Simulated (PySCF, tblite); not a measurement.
# FGe₂H₆N: geometry, infrared bands, NMR shifts and spin-spin couplings

What infrared bands, NMR shifts and spin-spin couplings should FGe₂H₆N (`[F][GeH2][NH][GeH3]`) show?

Computed with tblite 0.8.0 and PySCF 2.14.0, with density-fitted response routines of our own, on a single molecule in the gas phase. Atoms are numbered from 0 throughout.

## 1. The molecule as given

10 atoms, charge 0, multiplicity 1; geometry from: force field or distance geometry start.

Bonds of the start (Å): F0–Ge1 1.76, Ge1–N2 1.86, N2–Ge3 1.88, Ge1–H4 1.53, Ge1–H5 1.56, N2–H6 1.03, Ge3–H7 1.56, Ge3–H8 1.57, Ge3–H9 1.54.

## 2. Geometry optimisation with GFN2-xTB

The job: settings as JSON, then the geometry in Å.

```
{"job": {"kind": "relax", "xc": "GFN2-xTB", "basis": "xTB"}, "charge": 0, "multiplicity": 1}
F      1.379400    -0.565200     1.591000
Ge     1.454000    -0.161900    -0.121700
N      0.025000     0.960000    -0.499900
Ge    -1.496900    -0.029500    -0.015600
H      2.806900     0.436100    -0.529200
H      1.230800    -1.468300    -0.943300
H      0.074900     1.763800     0.144800
H     -1.359500    -1.333200    -0.855000
H     -1.310000    -0.336500     1.513200
H     -2.795800     0.739300    -0.306900
```

The run is started by

```bash
$ OMP_NUM_THREADS=1 python probes_run.py task.json out
```

This one command runs all jobs of the session in turn.

The log of the run:

```text
step      E/eV     max force
  0    -397.24036    1.187
  1    -397.30831    0.815
  2    -397.42660    0.629
  3    -397.44922    0.569
  4    -397.48797    0.461
  5    -397.50142    0.433
  6    -397.53440    0.543
  7    -397.55493    0.657
  8    -397.58322    0.551
  9    -397.59477    0.340
 10    -397.60359    0.285
 11    -397.61127    0.411
 12    -397.62343    0.563
 13    -397.63916    0.575
 14    -397.65222    0.349
 15    -397.65896    0.230
 16    -397.66270    0.194
 17    -397.66641    0.224
 18    -397.67122    0.222
 19    -397.67527    0.161
 20    -397.67790    0.165
 21    -397.68012    0.182
 22    -397.68195    0.146
 23    -397.68337    0.100
 24    -397.68444    0.108
 25    -397.68530    0.127
 26    -397.68720    0.154
 27    -397.68952    0.153
 28    -397.69170    0.116
 29    -397.69278    0.069
 30    -397.69333    0.064
 31    -397.69407    0.087
 32    -397.69515    0.097
 33    -397.69622    0.092
 34    -397.69692    0.079
 35    -397.69721    0.048
 36    -397.69736    0.033
 37    -397.69755    0.044
 38    -397.69772    0.043
 39    -397.69785    0.036
 40    -397.69795    0.025
 41    -397.69804    0.026
 42    -397.69811    0.025
 43    -397.69817    0.023
 44    -397.69824    0.025
 45    -397.69834    0.033
 46    -397.69847    0.034
 47    -397.69860    0.042
 48    -397.69869    0.043
 49    -397.69879    0.034
 50    -397.69892    0.036
 51    -397.69914    0.054
 52    -397.69944    0.057
 53    -397.69969    0.052
 54    -397.69987    0.038
 55    -397.70004    0.049
 56    -397.70028    0.061
 57    -397.70064    0.062
 58    -397.70105    0.117
 59    -397.70140    0.052
 60    -397.70171    0.041
 61    -397.70183    0.024
 62    -397.70187    0.022
 63    -397.70196    0.025
 64    -397.70206    0.034
 65    -397.70216    0.031
 66    -397.70220    0.014
 67    -397.70221    0.004
```

It took 0.72 s on 1 thread of Intel Xeon at 2.50GHz, shared host; peak memory 0.18 GiB.

Along the way: (not every step is listed)

```
step  energy from step 0 (eV)  largest force (eV/Å)
   0                   0.0000                1.1871
   1                  -0.0679                0.8148
   2                  -0.1862                0.6291
   3                  -0.2089                0.5692
   4                  -0.2476                0.4611
   5                  -0.2611                0.4325
   6                  -0.2940                0.5426
   7                  -0.3146                0.6567
   8                  -0.3429                0.5509
  13                  -0.3988                0.5747
  18                  -0.4309                0.2218
  23                  -0.4430                0.1004
  28                  -0.4513                0.1156
  33                  -0.4559                0.0922
  38                  -0.4574                0.0434
  43                  -0.4578                0.0227
  48                  -0.4583                0.0434
  53                  -0.4593                0.0520
  58                  -0.4607                0.1174
  62                  -0.4615                0.0224
  63                  -0.4616                0.0253
  64                  -0.4617                0.0345
  65                  -0.4618                0.0314
  66                  -0.4618                0.0139
  67                  -0.4618                0.0041
```

Distances of close pairs at the start and the end, largest changes first:

```
  bond  before (Å)  after (Å)  change (Å)
Ge3–H8       1.570      1.501      -0.070
Ge1–H5       1.559      1.492      -0.068
Ge3–H7       1.557      1.493      -0.063
Ge1–N2       1.856      1.798      -0.057
N2–Ge3       1.879      1.823      -0.055
Ge3–H9       1.537      1.498      -0.039
Ge1–H4       1.534      1.498      -0.036
 N2–H6       1.032      1.010      -0.022
```

The end geometry stands in the next job.

## 3. Vibrational analysis with GFN2-xTB

The job: settings as JSON, then the geometry in Å.

```
{"job": {"kind": "ir", "xc": "GFN2-xTB", "basis": "xTB"}, "charge": 0, "multiplicity": 1}
F      2.041189    -0.588058     1.470159
Ge     1.579163    -0.191124    -0.177546
N      0.015850     0.697660    -0.174194
Ge    -1.635135    -0.048020     0.032440
H      2.698692     0.699294    -0.622211
H      1.427595    -1.530489    -0.816784
H      0.076324     1.669018     0.095638
H     -1.642412    -1.269680    -0.826149
H     -1.944465    -0.413941     1.454413
H     -2.607918     0.979993    -0.458294
```

The log of the run:

```text
mode    cm-1     km/mol
  1      47.7      3.77
  2      73.5      2.01
  3     121.9      0.65
  4     191.3     20.65
  5     358.0     96.90
  6     424.4     15.26
  7     465.0    165.31
  8     504.3     16.47
  9     550.4    120.33
 10     584.1     67.96
 11     643.7    169.40
 12     673.1    236.16
 13     706.8    539.29
 14     756.8     40.56
 15     788.3     85.86
 16     816.1    154.06
 17     838.4    111.26
 18    1100.2    139.37
 19    1958.1     84.93
 20    1972.2    270.26
 21    2023.9    479.89
 22    2039.0    280.92
 23    2072.3    588.96
 24    3409.7      0.38
```

It took 0.53 s on 1 thread of Intel Xeon at 2.50GHz, shared host; peak memory 0.18 GiB.

The strongest bands and the atoms that carry them (share of the mass-weighted mode):

```
cm⁻¹  km/mol                               atoms
 465   165.3                   F0 75 %, Ge1 22 %
 644   169.4  N2 30 %, H5 27 %, H9 12 %, H7 11 %
 673   236.2                    H4 47 %, H5 37 %
 707   539.3  N2 33 %, H5 17 %, H4 14 %, H7 11 %
1972   270.3                    H4 78 %, H5 18 %
2024   479.9                    H9 47 %, H8 42 %
2039   280.9                    H5 75 %, H4 17 %
2072   589.0                    H7 69 %, H9 21 %
```

## 4. Shielding tensors: PBE0/pcSseg-1

The job, as its differences from that of step 3:

```diff
@@ -1,2 +1,2 @@
-{"job": {"kind": "ir", "xc": "GFN2-xTB", "basis": "xTB"}, "charge": 0, "multiplicity": 1}
+{"job": {"kind": "nmr", "xc": "PBE0", "basis": "pcSseg-1"}, "charge": 0, "multiplicity": 1}
 F      2.041189    -0.588058     1.470159
```

Method: GIAO PBE0/pcSseg-1 NMR shielding, non-relativistic, gas phase.

The log of the run:

```text
coarse grid: 40088 points
cycle   1  E = -4310.9528790082  dE = -1.126e+00  |g| = 1.373e+00  |ddm| = 3.067e+00
cycle   2  E = -4310.7550467220  dE =  1.978e-01  |g| = 1.719e+00  |ddm| = 1.556e+00
cycle   3  E = -4311.1021767474  dE = -3.471e-01  |g| = 2.645e-01  |ddm| = 1.092e+00
cycle   4  E = -4311.1123875306  dE = -1.021e-02  |g| = 7.423e-02  |ddm| = 1.757e-01
cycle   5  E = -4311.1129029564  dE = -5.154e-04  |g| = 8.244e-03  |ddm| = 3.980e-02
cycle   6  E = -4311.1129100418  dE = -7.085e-06  |g| = 5.277e-03  |ddm| = 8.808e-03
cycle   7  E = -4311.1129152544  dE = -5.213e-06  |g| = 9.283e-04  |ddm| = 3.885e-03
final grid: 80904 points
cycle   8  E = -4311.1129797583  dE =  6.148e-08  |g| = 1.214e-03  |ddm| = 1.763e-03
cycle   9  E = -4311.1129793563  dE =  4.021e-07  |g| = 1.869e-03  |ddm| = 2.084e-03
cycle  10  E = -4311.1129800188  dE = -6.625e-07  |g| = 1.926e-04  |ddm| = 1.315e-03
cycle  11  E = -4311.1129800250  dE = -6.260e-09  |g| = 2.497e-05  |ddm| = 1.288e-04
cycle  12  E = -4311.1129800251  dE = -6.912e-11  |g| = 4.089e-06  |ddm| = 1.800e-05
converged SCF energy = -4311.1129800251

GIAO shielding tensors (ppm)
atom      isotropic    diamagn.    paramagn.     s11        s22        s33       span
  0 F      357.309     477.181    -119.872    290.628    363.179    418.119    127.491
  1 Ge    1306.234    2755.313   -1449.079   1202.684   1331.635   1384.383    181.700
  2 N      245.924     329.987     -84.063    200.423    255.706    281.642     81.219
  3 Ge    1464.271    2755.883   -1291.612   1340.084   1407.429   1645.298    305.213
  4 H       26.233      27.896      -1.662     19.138     21.144     38.417     19.279
  5 H       26.527      28.813      -2.286     20.081     21.854     37.646     17.565
  6 H       31.098      33.461      -2.364     21.161     28.726     43.407     22.246
  7 H       27.287      29.362      -2.075     20.381     23.569     37.911     17.530
  8 H       26.855      28.935      -2.080     19.367     22.528     38.670     19.302
  9 H       27.094      28.610      -1.515     19.971     22.466     38.847     18.876
```

It took 55 s on 1 thread of Intel Xeon at 2.50GHz, shared host; peak memory 0.68 GiB.

The references, computed at this level on geometries of the same kind, shield at (ppm): 1H TMS 31.72, 19F CFCl3 170.9, 15N NH3 267.7, 73Ge GeMe4 1331. Their shielding less the atom's gives the shift. The references are single molecules in the gas phase, so shifts against H2O, NH3, PH3, H3PO4 or CFCl3 are not on the usual liquid scales and can be off by tens of ppm. Atoms listed in one row are averaged.

```
     atoms                             environment  σ (ppm)  δ (ppm)
    H4, H5  hydrogen on a germanium bonded to F, N    26.38     5.34
H7, H8, H9     hydrogen on a germanium bonded to N    27.08     4.64
        H6   hydrogen on a nitrogen bonded to 2 Ge    31.10     0.62
        F0                   fluorine bonded to Ge    357.3   -186.4
       Ge1           germanium bonded to F, N, 2 H     1306       25
       Ge3              germanium bonded to N, 3 H     1464     -133
        N2              nitrogen bonded to 2 Ge, H    245.9     21.8
```

Charges from the same density, by scheme (e):

```
atoms  Mulliken    IAO  Hirshfeld  ESP fit
   F0     -0.51  -0.56      -0.28    -0.36
  Ge1      0.90   1.04       0.47     0.66
   N2     -0.95  -0.87      -0.33    -0.81
  Ge3      0.46   0.63       0.36     0.46
```

Mayer bond orders: F0–Ge1 0.79, Ge1–N2 0.94, N2–Ge3 0.84.

Orbitals, density, ELF and potential are computed afterwards from the orbital file.

Frontier orbitals at PBE0/pcSseg-1, with the share of their density that lies nearest to each atom:

```
orbital  energy (eV)                     lies on
   HOMO        -7.71    N2 64 %; H8 12 %; H6 7 %
   LUMO         0.30  H6 19 %; N2 14 %; Ge3 12 %
```

ELF in a plane through or near 4 of the atoms.

Ten even steps from ' ' (0.00) to '@' (1.00):
```
                                                        
                                                        
                                                        
                          ....                          
            ....        ==%%%%++        ..              
        ..++%%%%==    ..##@@@@##..    ++%%%%++..        
      ..%%@@@@@@%%::  ..##@@@@##..  ::%%@@@@@@%%..      
      --@@@@@@@@@@==::::**####**::..++@@@@@@@@@@==      
      ==@@@@@@@@##::..==##::--##==::::%%@@@@@@@@==      
      ::%%@@@@**..++==..%%**++%%..--==..**@@@@##::      
        ..::--..::****::--====--::****::..--::..        
            ..::..::::::::    ::::::::..::..            
              --++######--    ::######**==..            
            ..++%%@@@@@@++    --%%@@@@##==..            
            ..++%%@@@@@@==    ::%%@@%%**--              
              --**%%%%##..      ==++++--..              
                  ::....                                
                                                        
                                                        
                                                        
```
The map spans 10.5 Å across and 8.5 Å up, centred on the molecule. Atoms in the plane (x, y in Å): Ge1 (-1.6, -0.1), N2 (0.0, 0.7), Ge3 (1.6, -0.1), H6 (0.0, 1.7).

log10 of the density (e/Å³) in the same plane.

Ten even steps from ' ' (-4.0) to '@' (1.9):
```
                                                        
                                                        
                          ....                          
          ..............::::::::..............          
        ..::::::::::::----======--::::::::::::..        
      ..::------------==++++++++==------------::..      
    ..::--==============++******========++====--::..    
  ....::====++**++++++++**####**++++++++**++====::....  
  ....--==++************##%%@@##************++==--::..  
  ....--====++****%%%%##**######**##%%##**++++==--....  
    ..::--==++**##@@@@##**++++**##@@@@##**++==--::..    
    ..::::--==++**####**++====++**####**++==----::..    
      ..::--==++++****++++======++****++++==--::..      
      ....::--==++++++++==----==++++++++==--::::..      
        ..::::--========--------========----::..        
          ..::------------::::::--------::::..          
            ..::::::::::::....::::::::::::..            
              ............    ..........                
                                                        
                                                        
```
The map spans 10.5 Å across and 8.5 Å up, centred on the molecule. Atoms in the plane (x, y in Å): Ge1 (-1.6, -0.1), N2 (0.0, 0.7), Ge3 (1.6, -0.1), H6 (0.0, 1.7).

On the surface of density 0.002 e/bohr³ the electrostatic potential runs, from the 1st to the 99th percentile, from -1.58 V near F0 to 1.71 V near H6.

## 5. Spin-spin couplings: B3LYP/pcSseg-1+pcJ-1

The job, as its differences from that of step 4:

```diff
@@ -1,2 +1,2 @@
-{"job": {"kind": "nmr", "xc": "PBE0", "basis": "pcSseg-1"}, "charge": 0, "multiplicity": 1}
+{"job": {"kind": "j", "xc": "B3LYP", "basis": "pcJ-1"}, "charge": 0, "multiplicity": 1}
 F      2.041189    -0.588058     1.470159
```

With the program's defaults for keys left out, this is: B3LYP/pcJ-1 Ge:pcSseg-1 indirect spin-spin coupling, non-relativistic, gas phase.

The log of the run:

```text
coarse grid: 40088 points
cycle   1  E = -4311.7400386865  dE = -1.098e+00  |g| = 1.488e+00  |ddm| = 2.891e+00
cycle   2  E = -4311.4264411867  dE =  3.136e-01  |g| = 2.012e+00  |ddm| = 1.801e+00
cycle   3  E = -4311.9121673702  dE = -4.857e-01  |g| = 3.406e-01  |ddm| = 1.333e+00
cycle   4  E = -4311.9290611661  dE = -1.689e-02  |g| = 8.596e-02  |ddm| = 2.231e-01
cycle   5  E = -4311.9297312014  dE = -6.700e-04  |g| = 8.710e-03  |ddm| = 4.708e-02
cycle   6  E = -4311.9297412952  dE = -1.009e-05  |g| = 4.260e-03  |ddm| = 9.181e-03
cycle   7  E = -4311.9297437356  dE = -2.440e-06  |g| = 1.440e-03  |ddm| = 3.244e-03
final grid: 80904 points
cycle   8  E = -4311.9298426116  dE =  8.438e-07  |g| = 2.579e-03  |ddm| = 2.978e-03
cycle   9  E = -4311.9298391917  dE =  3.420e-06  |g| = 4.864e-03  |ddm| = 4.976e-03
cycle  10  E = -4311.9298439474  dE = -4.756e-06  |g| = 1.899e-04  |ddm| = 3.254e-03
cycle  11  E = -4311.9298439532  dE = -5.773e-09  |g| = 3.023e-05  |ddm| = 1.448e-04
cycle  12  E = -4311.9298439533  dE = -1.282e-10  |g| = 7.291e-06  |ddm| = 2.163e-05
converged SCF energy = -4311.9298439533

Indirect spin-spin couplings (Hz)
  i      j    bonds     total        FC       PSO       DSO        SD
  0 F    2 N    2     -7.733    -1.604    -2.354     0.136    -3.911
  0 F    4 H    2     53.603    57.451    -0.627    -2.180    -1.040
  0 F    5 H    2     49.200    53.041    -0.588    -2.184    -1.069
  0 F    6 H    3     -3.674    -5.389     2.584    -1.085     0.216
  0 F    7 H    4     -0.386     0.231     0.514    -0.997    -0.134
  0 F    8 H    4      1.643     1.149     0.088     0.471    -0.065
  0 F    9 H    4      0.214     1.518     0.797    -2.120     0.020
  2 N    4 H    2     -9.113    -9.488     0.113     0.233     0.029
  2 N    5 H    2    -11.944   -12.312     0.123     0.224     0.021
  2 N    6 H    1    -78.621   -74.307    -2.981    -0.797    -0.536
  2 N    7 H    2     -7.775    -7.897    -0.029     0.143     0.008
  2 N    8 H    2     -2.195    -2.379    -0.093     0.255     0.021
  2 N    9 H    2     -6.094    -6.212    -0.049     0.151     0.016
  4 H    5 H    2     37.944    42.709     1.504    -6.268         -
  4 H    6 H    3      0.364     0.438    -0.036    -0.039         -
  4 H    7 H    4     -1.639    -0.008     0.770    -2.401         -
  4 H    8 H    4     -1.017     0.676     0.890    -2.584         -
  4 H    9 H    4      1.634     2.841     0.736    -1.943         -
  5 H    6 H    3      8.858    11.365     2.208    -4.715         -
  5 H    7 H    4      1.612    -0.113    -0.838     2.563         -
  5 H    8 H    4     -0.797    -0.094     0.326    -1.028         -
  5 H    9 H    4     -1.704    -0.127     0.747    -2.324         -
  6 H    7 H    3      8.494    10.611     2.219    -4.336         -
  6 H    8 H    3     -2.547    -1.596     0.900    -1.850         -
  6 H    9 H    3      1.811     1.577     0.024     0.210         -
  7 H    8 H    2     18.146    21.638     1.239    -4.731         -
  7 H    9 H    2      7.053    10.829     1.326    -5.102         -
  8 H    9 H    2     20.157    23.697     1.276    -4.816         -
```

Run time: 75 s. Hardware: 1 thread of Intel Xeon at 2.50GHz, shared host; peak memory 0.9 GiB.

A choice of the couplings up to four bonds, sorted by the number of bonds, with means over like pairs; isotopes 19F, 1H, 15N:

```
 pair  bonds  J (Hz)  Fermi contact (Hz)  dihedral (°)
N2–H6      1   -78.6               -74.3             –
F0–H4      2    51.4                55.2             –
H4–H5      2    37.9                42.7             –
H7–H8      2    15.1                18.7             –
N2–H4      2   -10.5               -10.9             –
F0–N2      2    -7.7                -1.6             –
N2–H7      2    -5.4                -5.5             –
H4–H6      3     4.6                 5.9             –
F0–H6      3    -3.7                -5.4            77
H6–H7      3     2.6                 3.5             –
```

The spin-dipole term was solved for some atoms only; pairs without it lack that part.

The response was solved for the nuclei of F, H, N alone, so couplings that need other nuclei can be missing.

Quadrupole couplings from the field gradients of the same density:

```
atom  isotope  eQq/h (MHz)     η
 Ge1     73Ge        -80.3  0.66
 Ge3     73Ge        -48.5  0.04
  N2      14N       -4.162  0.17
```

Joined with the shifts from before (PBE0/pcSseg-1, unscaled), the couplings predict the line list below for 400 MHz.

1H NMR δ 5.34 (d, J = 51.4 Hz, 2H), 4.64 (s, 3H), 0.62 (br s, 1H). The letters are first-order; like nuclei with unlike couplings give more lines.

## 6. Summary of results

| quantity | value |
| --- | --- |
| strongest single infrared mode (GFN2-xTB) | 2072 cm⁻¹, 589 km/mol |
| zero-point energy (GFN2-xTB) | 33.1 kcal/mol |
| 1H shifts against TMS (PBE0/pcSseg-1, means over atoms taken as alike) | 5.34, 4.64, 0.62 ppm |
| 19F shifts against CFCl3 (PBE0/pcSseg-1) | -186.4 ppm |
| 73Ge shifts against GeMe4 (PBE0/pcSseg-1) | 25, -133 ppm |
| 15N shifts against NH3 (PBE0/pcSseg-1) | 21.8 ppm |
| surface potential, 1st and 99th percentile | -1.58 V and 1.71 V |
| largest coupling of the table (B3LYP/pcSseg-1+pcJ-1) | 1J(N,H) N2–H6, -78.6 Hz |

Relaxing lowered the energy by 0.462 eV in 67 steps; the close pair that moved most is Ge3–H8, from 1.570 to 1.501 Å. No mode is imaginary among the 24: a minimum at this level. The strongest single mode, at 2072 cm⁻¹, moves mainly H7. GFN2-xTB is a fitted tight-binding method: band positions and strengths are rough. Its intensities can rank the bands wrongly. At PBE0/pcSseg-1: Shielding is most anisotropic at Ge3 (span 305 ppm, paramagnetic term -1292 ppm). Of the pairs tabulated at B3LYP/pcSseg-1+pcJ-1, N2–H6 couples most strongly (-78.6 Hz; Fermi contact -74.3 Hz). Couplings across rotatable bonds belong to this one conformer; where others are populated, the observed values are averages. Spin-orbit coupling is left out, which matters for shieldings and couplings at and beside the heavy atoms.
